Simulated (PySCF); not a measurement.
# C₄H₁₀Ge: electronic excitations

Aim: predict the electronic excitations of C₄H₁₀Ge (`[CH3][GeH]1[CH2]C[CH2]1`).

Computed with PySCF 2.14.0, with density-fitted response routines of our own, on a single molecule in the gas phase. Atoms are numbered from 0 throughout.

### Step 1. The molecule as given

15 atoms, charge 0, multiplicity 1; geometry from: GFN2-xTB.

Bonds of the start (Å): C0–Ge1 1.98, Ge1–C2 2.00, C2–C3 1.54, C3–C4 1.54, C4–Ge1 2.00, C0–H5 1.09, C0–H6 1.09, C0–H7 1.09, Ge1–H8 1.53, C2–H9 1.09, C2–H10 1.09, C3–H11 1.09, C3–H12 1.09, C4–H13 1.09, C4–H14 1.09.

### Step 2. TDDFT and polarisability: B3LYP/def2-SVPD

The job: settings as JSON, then the geometry in Å.

```
{"job": {"kind": "uv", "xc": "B3LYP", "basis": "def2-SVPD", "nstates": 8, "ntriplets": 3}, "charge": 0, "multiplicity": 1}
C      2.247743    -0.212007    -0.238518
Ge     0.600701     0.390775     0.688414
C     -0.845090     1.142708    -0.469363
C     -1.530052    -0.236566    -0.483366
C     -0.911237    -0.915275     0.752723
H      2.879522     0.634055    -0.492122
H      1.978535    -0.730583    -1.154276
H      2.818424    -0.890888     0.388227
H      0.965189     1.139947     1.969402
H     -1.452709     1.878659     0.054023
H     -0.619168     1.535942    -1.458011
H     -1.248037    -0.782355    -1.383952
H     -2.619186    -0.184254    -0.454187
H     -0.728902    -1.980327     0.628119
H     -1.540146    -0.781842     1.630974
```

Method: TDDFT B3LYP/def2-SVPD, vertical, gas phase, core orbitals frozen in the response.

Command:

```bash
> OMP_NUM_THREADS=1 python probes_run.py task.json out
```

The driver reads the jobs from task.json and runs them one after another.

Predict these results of the whole session: lowest singlet (B3LYP/def2-SVPD); brightest single state of those computed; lowest triplet.

As calculated:

| quantity | value |
| --- | --- |
| lowest singlet (B3LYP/def2-SVPD) | 6.72 eV (184 nm), f = 0.012 |
| brightest single state of those computed | state 8, 7.57 eV, f = 0.080 |
| lowest triplet | 6.10 eV |

**Reading.** The first singlet state (HOMO−1→LUMO+1 0.65, HOMO→LUMO 0.34) lies at 6.72 eV and is weak; of the 8 states computed, the strongest absorption comes from state 8 at 7.57 eV (the last computed, so partners may be missing). The lowest triplet lies 0.62 eV below the lowest singlet (triplets in Tamm-Dancoff, singlets in full TDDFT). States above −ε(HOMO) lie where TDDFT describes them poorly and they hang on the basis; the brightest is among them.
